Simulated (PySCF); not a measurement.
# C4H5OPS: the cost of one run

Programs: PySCF 2.14.0, with routines of our own; each step states its level. All values are computed. Atoms count from 0.

## 1. The starting structure

12 atoms, charge 0, multiplicity 1; geometry from: GFN2-xTB.

## 2. Magnetic properties: GIAO KT3/pcSseg-1

What the job is given:

```
{"job": {"kind": "mag", "xc": "KT3", "basis": "pcSseg-1", "isotopologues": 2}, "charge": 0, "multiplicity": 1}
C     -2.129790    -0.362643     0.217077
O     -1.247434     0.699731    -0.057764
C      0.067198     0.422709    -0.096357
C      1.010472     1.369479    -0.348358
P      2.696228     0.862009    -0.355508
C      2.312595    -0.757452    -0.007332
S      0.660274    -1.187791     0.183301
H     -2.081676    -1.128848    -0.563743
H     -1.903145    -0.825855     1.183052
H     -3.126540     0.072735     0.243726
H      0.719121     2.390040    -0.532086
H      3.023895    -1.554799     0.107964
```

Method: GIAO KT3/pcSseg-1 magnetisability, rotational g tensor and spin-rotation constants, non-relativistic, gas phase.

On the command line:

```
> OMP_NUM_THREADS=1 python excited_run.py task.json out
```

One launch serves the whole session: the jobs run in the order shown.

Q: Estimate the wall time and peak memory of this first job on 1 thread of Intel Xeon Platinum 8488C, shared host.

About 27 s, with a peak of 0.6 GiB.
